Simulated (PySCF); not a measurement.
**[Lu(NH2)2]+: other functionals and bases at one geometry**

One table from this session's results is given with a row withheld; the runs are named, their logs left out.

Method: several levels, as the steps say, no spin–orbit coupling; program: PySCF 2.14.0.

1 further run of the same task is left out (for a known fault of the program).

**Starting geometry**

7 atoms, charge 1, spin multiplicity 1.

Bond lengths: Lu1–N2 2.003 Å, Lu1–H3 2.768 Å, Lu1–H4 2.710 Å, Lu1–N5 2.003 Å, Lu1–H6 2.768 Å, Lu1–H7 2.710 Å, N2–H3 1.021 Å, N2–H4 1.022 Å, N5–H6 1.021 Å, N5–H7 1.022 Å. Angles: N2–Lu1–H3 16.5°, N2–Lu1–H4 18.2°, N2–Lu1–N5 105.1°, N2–Lu1–H6 121.7°, N2–Lu1–H7 86.9°, H3–Lu1–H4 34.7°, H3–Lu1–N5 121.7°, H3–Lu1–H6 138.2°, H3–Lu1–H7 103.4°, H4–Lu1–N5 86.9°, H4–Lu1–H6 103.4°, H4–Lu1–H7 68.7°, N5–Lu1–H6 16.5°, N5–Lu1–H7 18.2°, H6–Lu1–H7 34.7°, Lu1–N2–H3 129.6°, Lu1–N2–H4 124.0°, H3–N2–H4 106.4° and more.

Coordinates:

```xyz
7
charge 1, multiplicity 1
Lu    0.0000    0.0000   -0.2516
N     1.5819   -0.1622    0.9655
H     2.5719   -0.2650    0.7367
H     1.5210   -0.1578    1.9854
N    -1.5819    0.1622    0.9655
H    -2.5719    0.2650    0.7367
H    -1.5210    0.1578    1.9854
```

Formal oxidation states: Lu +3. An earlier session relaxed this geometry at PBE0, Lu def2-SVP with ECP28, N def2-SVP, H def2-SVP (singlet, point group C2v).

At PBE0 on the finer grid: E = -1347.635616 Eh, HOMO -11.79 eV, LUMO -7.07 eV, Mulliken charge on Lu1 +1.34 e, largest force component 0.008 eV/Å. 

Levels to run: HF; wB97X; PBE0, TZVP. Hardware: 2 threads of Intel Xeon 6975P-C (Granite Rapids), shared host.

The first run:

File run.py (the lines that set the calculation):

```python
mol = gto.M(atom='''
Lu     0.00000     0.00000    -0.25161
N      1.58194    -0.16223     0.96551
H      2.57194    -0.26496     0.73665
H      1.52099    -0.15780     1.98543
N     -1.58194     0.16223     0.96551
H     -2.57194     0.26496     0.73665
H     -1.52099     0.15780     1.98543''',
    basis={'Lu': 'def2-SVP', 'N': 'def2-SVP', 'H': 'def2-SVP'},
    ecp={'Lu': 'def2-SVP'},
    charge=1, spin=0)
mf = scf.RHF(mol)
mf = mf.density_fit()  # fitting sets: Lu def2-universal-JKFIT, N def2-universal-JKFIT, H def2-universal-JKFIT
mf.conv_tol = 1e-08; mf.max_cycle = 55
mf.kernel(dm0)  # dm0: the density of the relaxed state
```

Started as:

```bash
$ OMP_NUM_THREADS=2 python run.py
```

Among the steps run: HF; wB97X; PBE0, TZVP.

One table of the session follows, with a row left open; its other results are not shown here.

| level | HOMO (eV) | gap (eV) | charge on Lu1 (e) | dipole (D) | largest force component (eV/Å) |
| --- | --- | --- | --- | --- | --- |
| PBE0 (relaxed here) | -11.79 | 4.73 | 1.34 | 2.73 | 0.01 |
| HF | ? | ? | ? | ? | ? |
| wB97X | -14.21 | 9.23 | 1.35 | 3.06 | 0.15 |
| PBE0, TZVP | -11.91 | 4.78 | 1.59 | 2.88 | 0.37 |

**Question.** Estimate the row for HF.

As computed: HOMO (eV): -14.93; gap (eV): 10.02; charge on Lu1 (e): 1.66; dipole (D): 3.89; largest force component (eV/Å): 1.20. In the column «HOMO (eV)» it is the lowest.

The dipole of a charged species depends on the origin, so these sizes hold for this origin alone.

In one basis the HOMO–LUMO gap runs from 4.73 eV (PBE0) to 10.02 eV (HF). The largest leftover force, 1.20 eV/Å with HF, stands at a geometry relaxed at another level. Total energies of different levels can't be compared.
